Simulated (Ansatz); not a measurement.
# CH4NOSb: the cost of one run

Method: the settings change from run to run; program: Ansatz 0.2.0, Gaussian basis.

## Step 1: The molecule

An earlier PBE0-D4 in a triple-zeta def2 set relaxation fixed the geometry. Sb takes a core potential in def2 sets; no spin-orbit term is included.

SMILES `O=C[NH][SbH2]`, 8 atoms, charge 0, spin multiplicity 1.

Atoms are counted from 1 here; the program's logs count them from 0.

Bond lengths: O1–C2 1.218 Å, C2–N3 1.339 Å, C2–H5 1.105 Å, N3–Sb4 2.071 Å, N3–H6 1.007 Å, Sb4–H7 1.712 Å, Sb4–H8 1.722 Å. Angles: O1–C2–N3 122.2°, O1–C2–H5 122.2°, N3–C2–H5 115.7°, C2–N3–Sb4 113.0°, C2–N3–H6 119.8°, Sb4–N3–H6 127.1°, N3–Sb4–H7 94.6°, N3–Sb4–H8 89.1°, H7–Sb4–H8 90.7°.

## Step 2: BLYP/x2c-TZVPPall

Options: a point charge of -1.00 e beside it.

The input, in.yaml:

```yaml
crystal:
  periodic: [false, false, false]
  atoms:
    - {symbol: O, position_ang: [-0.472496, 1.579517, -1.024375]}
    - {symbol: C, position_ang: [0.416243, 1.278498, -0.247622]}
    - {symbol: N, position_ang: [0.389212, 0.142662, 0.460235]}
    - {symbol: Sb, position_ang: [-1.322874, -0.975539, 0.133573]}
    - {symbol: H, position_ang: [1.296786, 1.925027, -0.082437]}
    - {symbol: H, position_ang: [1.166803, -0.095627, 1.054641]}
    - {symbol: H, position_ang: [-0.776930, -1.633427, -1.349773]}
    - {symbol: H, position_ang: [-0.604544, -2.278309, 0.999858]}
basis:
  gaussian: {orbitals: x2c-TZVPPall, point_charges: [{charge: -1.00, position_ang: [4.878, 0.935, 0.152]}]}
hamiltonian: {xc: {name: BLYP}}
output: {forces: true}
```

Started as:

```bash
$ ansatz run in.yaml --threads 2 --pin off --events-out ev --progress --plain --max-ram 4352MiB
```

Q: Estimate wall time and peak memory on 2 threads of Arm Neoverse V2, shared host.

About 3.6 s, with a peak of 0.25 GiB.
